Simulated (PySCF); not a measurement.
# CH₉FGe₃: geometry, NMR shifts, spin-spin couplings, electronic excitations and core binding energies

What NMR shifts, spin-spin couplings, electronic excitations and core binding energies should CH₉FGe₃ (`F[CH2][GeH2][GeH2][GeH3]`) show?

Computed with PySCF 2.14.0, with density-fitted response routines of our own, on a single molecule in the gas phase. Atoms are numbered from 0 throughout.

### Step 1. Starting geometry

14 atoms, charge 0, multiplicity 1; geometry from: GFN2-xTB.

Bonds of the start (Å): F0–C1 1.39, C1–Ge2 2.00, Ge2–Ge3 2.40, Ge3–Ge4 2.38, C1–H5 1.09, C1–H6 1.09, Ge2–H7 1.51, Ge2–H8 1.51, Ge3–H9 1.51, Ge3–H10 1.51, Ge4–H11 1.51, Ge4–H12 1.49, Ge4–H13 1.50.

### Step 2. Relaxing the molecule at PBE0-D3(BJ)/def2-SVP

What the job is given:

```
{"job": {"xc": "PBE0", "basis": "def2-SVP", "d3": "d3bj", "grid": 1, "kind": "geom"}, "charge": 0, "multiplicity": 1}
F     -0.845684     1.389144     0.727011
C     -1.541008     0.322104     1.292594
Ge    -1.215651    -1.286611     0.143534
Ge     0.921620    -0.926535    -0.882872
Ge     1.703404     1.313164    -0.674379
H     -2.586162     0.628633     1.355283
H     -1.145100     0.203724     2.303937
H     -1.399333    -2.474069     1.060356
H     -2.391068    -1.371556    -0.803200
H      1.897591    -1.928539    -0.303142
H      0.833356    -1.372443    -2.326065
H      3.035479     1.464612    -1.361290
H      0.796036     2.318921    -1.299813
H      1.935841     1.718978     0.745878
```

**Question.** This job is followed by: GIAO PBE0/pcSseg-1 NMR shielding, non-relativistic, gas phase; B3LYP/pcJ-1 Ge:pcSseg-1 indirect spin-spin coupling, non-relativistic, gas phase; TDDFT wB97X-D/def2-SVPD, vertical, gas phase, core orbitals frozen in the response; GIAO WP04/pcSseg-1 NMR shielding, non-relativistic, gas phase; delta-SCF UKS SCAN, pcX-2 on the ionised atom, pcseg-1 elsewhere, spin-free X2C. What will the session give for the following? point group; rotational constants (main isotopes); 13C shifts against TMS (PBE0/pcSseg-1); 1H shifts against TMS (PBE0/pcSseg-1, means over atoms taken as alike); 19F shifts against CFCl3 (PBE0/pcSseg-1); 73Ge shifts against GeMe4 (PBE0/pcSseg-1); largest coupling of the table (B3LYP/pcSseg-1+pcJ-1); lowest singlet (wB97X-D/def2-SVPD); lowest triplet; vertical ionisation energy (ΔSCF); F1s binding energies, SCAN/pcX-2; C1s binding energies, SCAN/pcX-2; range of the shift of Ge3.

As calculated:

| quantity | value |
| --- | --- |
| point group | C1 |
| rotational constants (main isotopes) | 1.66, 0.74, 0.53 GHz |
| 13C shifts against TMS (PBE0/pcSseg-1) | 77.3 ppm |
| 1H shifts against TMS (PBE0/pcSseg-1, means over atoms taken as alike) | 4.93, 4.11, 3.70, 3.57 ppm |
| 19F shifts against CFCl3 (PBE0/pcSseg-1) | -282.1 ppm |
| 73Ge shifts against GeMe4 (PBE0/pcSseg-1) | -224, -314, -349 ppm |
| largest coupling of the table (B3LYP/pcSseg-1+pcJ-1) | 1J(F,C) F0–C1, -249.7 Hz |
| lowest singlet (wB97X-D/def2-SVPD) | 6.76 eV (183 nm), f = 0.275 |
| lowest triplet | 5.99 eV |
| vertical ionisation energy (ΔSCF) | 9.53 eV |
| F1s binding energies, SCAN/pcX-2 | F0 692.36 eV |
| C1s binding energies, SCAN/pcX-2 | C1 292.53 eV |
| range of the shift of Ge3 | -349 to -280 ppm |

**Reading.** Relaxing lowered the energy by 0.245 eV in 9 steps; the close pair that moved most is Ge4–H12, from 1.492 to 1.537 Å. The most deshielded hydrogen is H5, H6 (mean) (hydrogen on an sp3 CH2 bonded to F and Ge), at 4.93 ppm: its carbon carries F, an electronegative neighbour. At PBE0/pcSseg-1: The widest tensor belongs to Ge2: span 172 ppm, with a paramagnetic part of -1201 ppm. Of the pairs tabulated at B3LYP/pcSseg-1+pcJ-1, F0–C1 couples most strongly (-249.7 Hz; Fermi contact -305.1 Hz). Couplings across rotatable bonds belong to this one conformer; where others are populated, the observed values are averages, and the simulated multiplets take (2 J gauche + J anti)/3 across rotating chain bonds. The lowest singlet, at 6.76 eV, is HOMO→LUMO 0.77 and is bright. The lowest triplet lies 0.77 eV below the lowest singlet (triplets in Tamm-Dancoff, singlets in full TDDFT). The orbital energy would give 9.43 eV for ionisation, ΔSCF gives 9.53 eV. Across the 2 runs the shift of Ge3 moves most, between -349 (PBE0/pcSseg-1) and -280 ppm (WP04/pcSseg-1). Spin-orbit coupling is left out, which matters for shieldings and couplings at and beside the heavy atoms.
